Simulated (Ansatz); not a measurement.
The system is HfMoC2.

```xyz
4
Lattice="3.1914 0.0000 0.0000 0.0000 3.1914 0.0000 0.0000 0.0000 4.4852" Properties=species:S:1:pos:R:3 pbc="T T T"
Hf    0.0000    0.0000    0.0000
Mo    1.5957    1.5957    2.2426
C     1.5957    1.5957    0.0000
C     0.0000    0.0000    2.2426
```

The cell comes from a database or a generator and needn't be the stable form of this composition.

| Item | Value |
| --- | --- |
| Program | Ansatz 0.2.0 |
| Task | single point |
| Functional | PBE |
| Potentials or basis | Ansatz PAW |
| Cutoff | 420 eV (not typed: the program's choice for these potentials) |
| k mesh | 8 × 8 × 6 |
| Occupations | fermi-dirac, width 0.05 eV |
| Spin | no spin polarisation |

On this cell: pressure -1.3 GPa; largest force under 0.003 eV/Å; band gap on the k mesh none (metal or under the smearing width).

The same run follows on a disturbed copy (atoms moved at random, drawn with an rms of 0.05 Å):

```
Hf Mo C
1.0
     3.19142    0.00000    0.00000
     0.00000    3.19142    0.00000
     0.00000    0.00000    4.48516
Hf Mo C
1 1 2
Direct
  0.99128 0.00120 0.99060
  0.50708 0.49844 0.50548
  0.49023 0.47725 0.01013
  0.01134 0.99367 0.49604
```

**Question.** What does the disturbed cell give?

**Answer.** The energy (extrapolated to zero smearing) moves by +23.6 meV/atom; pressure -0.6 GPa; largest force 1.286 eV/Å; band gap on the k mesh none (metal or under the smearing width).

Forces in eV/Å, atoms in the order of the input:
```
Hf   0.282 -0.825  0.946
Mo  -0.313 -0.149 -0.562
C    0.273  0.997 -0.508
C   -0.241 -0.023  0.124
```

Stress tensor (GPa, compression positive):
```
 0.73  0.02  0.14
 0.02  0.65  0.08
 0.14  0.08 -3.31
```
